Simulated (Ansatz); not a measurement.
**MP2/6-31G(d) (spherical functions) run of GaSiH3F2 (SMILES [F][Ga]([F])[SiH3])**

Aim: the electronic atomisation energy of GaSiH3F2 at MP2/6-31G* (spherical functions), from 5 runs. 

Program for the calculation: Ansatz 0.2.0.

78 further runs of the same task are left out: 1 that didn't finish, 77 set aside as unsound or not needed. Runs told in other sessions of the task aren't counted.

### 1 The system as given

GaSiH3F2 has 7 atoms, charge 0, and is taken as a singlet. SMILES: `[F][Ga]([F])[SiH3]`. The coordinates come from a PBE0-D4/def2-TZVP relaxation.

Bond lengths: F1–Ga2 1.750 Å, Ga2–F3 1.749 Å, Ga2–Si4 2.387 Å, Si4–H5 1.483 Å, Si4–H6 1.483 Å, Si4–H7 1.484 Å. Angles: F1–Ga2–F3 110.4°, F1–Ga2–Si4 124.5°, F3–Ga2–Si4 125.2°, Ga2–Si4–H5 109.3°, Ga2–Si4–H6 108.8°, Ga2–Si4–H7 107.8°, H5–Si4–H6 110.6°, H5–Si4–H7 110.2°, H6–Si4–H7 110.0°.

### 2 The energy at MP2/6-31G(d) (spherical functions)

Input file molecule.yaml:

```yaml
crystal:
  periodic: [false, false, false]
  atoms:
    - {symbol: F, position_ang: [0.337700, -1.716900, 2.042000]}
    - {symbol: Ga, position_ang: [0.749800, -0.872200, 0.566000]}
    - {symbol: F, position_ang: [2.304600, -1.409500, -0.029300]}
    - {symbol: Si, position_ang: [-0.636100, 0.761900, -0.486900]}
    - {symbol: H, position_ang: [0.191200, 1.594100, -1.392900]}
    - {symbol: H, position_ang: [-1.267600, 1.599600, 0.561500]}
    - {symbol: H, position_ang: [-1.679500, 0.043100, -1.260400]}
basis:
  gaussian: {orbitals: 6-31G_st_-spherical.json}
correlation: {method: mp2, frozen_orbitals: {F: 1, Ga: 9, H: 0, Si: 5}}
accuracy: high
```

The basis set 6-31G* is read from a file made from the Basis Set Exchange's data (not shown).

Command:

```console
$ ansatz run molecule.yaml --threads 1 --pin off --max-ram 3480MiB --events-out events.jsonl --progress --plain --runs-dir runs
```

Log:

```text
Warning: RAYON_NUM_THREADS=1 ignored (pool sized by the plan → 1); use --threads N
Functional definition: HF
  name "HF"
  exchange = exact_x
  correlation = 0
1770 factors; integrals over basis functions are off by at most 5.7e-9 eV
mean field evaluation 1: about -65645.9171 eV, gradient 4.2e1 eV
mean field evaluation 2: about -65646.0049 eV, gradient 4.2e1 eV
mean field evaluation 4: about -65649.8678 eV, gradient 2.6e0 eV
mean field evaluation 8: about -65649.9110 eV, gradient 2.9e-1 eV
mean field evaluation 16: about -65649.9114 eV, gradient 5.5e-9 eV
mean field -65649.91142520 eV, -2412.5897457681 hartree, gradient 5.4e-9 eV, S^2 0.000000; 0 other end points of the search recorded, 0 dependent functions left out
16 core orbitals not correlated: weight in the atoms' cores, before any rotation towards them, 1.000 or more for the frozen orbitals, at most 0.000 for the correlated occupied ones
reference -65649.91142520 eV, -2412.5897457681 hartree; 17, 17 occupied and 51, 51 virtual orbitals, 1770 factors
second order -18.07389674 eV of doubles, -0.00000000 eV of singles
Total energy: -65667.98532194 eV, -2413.2539492221 hartree
```

It took 6.3 s on 1 thread of Arm Neoverse N1, shared host; peak memory 0.24 GiB.

### 3 The F atom

Input file in.yaml:

```yaml
crystal:
  periodic: [false, false, false]
  atoms:
    - symbol: F
      position_ang: [0.000000, 0.000000, 0.000000]
basis:
  gaussian: {orbitals: 6-31G_st_-spherical.json}
magnetization: {spin_polarized: true, initial_magnetization: 1}
correlation: {method: mp2, frozen_orbitals: {F: 1}}
accuracy: high
```

The basis set 6-31G* is read from a file made from the Basis Set Exchange's data (not shown).

Run the same way, it converges to -99.48533 Eh (log not shown).

### 4 The Ga atom at the same level

Input file in.yaml:

```yaml
basis:
  gaussian:
    orbitals: 6-31G_st_-spherical.json
crystal:
  periodic: [false, false, false]
  atoms:
    - symbol: Ga
      position_ang: [0.000000, 0.000000, 0.000000]
correlation:
  method: mp2
  frozen_orbitals: {Ga: 9}
accuracy: high
magnetization:
  spin_polarized: true
  initial_magnetization: 1
```

The basis set 6-31G* is read from a file made from the Basis Set Exchange's data (not shown).

Run the same way, it converges to -1923.15251 Eh (log not shown).

### 5 The H atom: the energy at UHF/6-31G(d) (spherical functions)

Input file job.yaml:

```yaml
crystal:
  periodic: [false, false, false]
  atoms:
    - symbol: H
      position_ang: [0.000000, 0.000000, 0.000000]
basis:
  gaussian:
    orbitals: "6-31G*"
magnetization:
  spin_polarized: true
  initial_magnetization: 1
hamiltonian:
  xc: hf
accuracy: high
```

Run the same way, it converges to -0.49823 Eh (log not shown).

### 6 The Si atom at the same level

Input file run.yaml:

```yaml
crystal:
  periodic: [false, false, false]
  atoms:
    - {symbol: Si, position_ang: [0.000000, 0.000000, 0.000000]}
basis:
  gaussian:
    orbitals: 6-31G_st_-spherical.json
magnetization:
  spin_polarized: true
  initial_magnetization: 2
correlation:
  method: mp2
  frozen_orbitals: {Si: 5}
accuracy: high
```

The basis set 6-31G* is read from a file made from the Basis Set Exchange's data (not shown).

Run the same way, it converges to -288.87085 Eh (log not shown).

### 7 What came out

At MP2/6-31G* (spherical functions), 16 core orbitals frozen:

| quantity | value |
| --- | --- |
| molecule: total energy | -2413.25395 Eh |
| molecule: correlation energy (16 core orbitals frozen) | -664.2 mEh |
| F atom: total energy | -99.48533 Eh |
| F atom: correlation energy (1 core orbital frozen) | -121.9 mEh |
| F atom: ⟨S²⟩ of the reference determinant | 0.753 |
| Ga atom: total energy | -1923.15251 Eh |
| Ga atom: correlation energy (9 core orbitals frozen) | -209.0 mEh |
| Ga atom: ⟨S²⟩ of the reference determinant | 0.758 |
| H atom: total energy | -0.49823 Eh |
| H atom: ⟨S²⟩ | 0.750 |
| Si atom: total energy | -288.87085 Eh |
| Si atom: correlation energy (5 core orbitals frozen) | -39.8 mEh |
| Si atom: ⟨S²⟩ of the reference determinant | 2.006 |
| electronic atomisation energy | 20.823 eV |

**Reading.** Taking the molecule apart into free atoms costs 20.82 eV (2009 kJ/mol), before zero-point energy and without spin-orbit coupling.
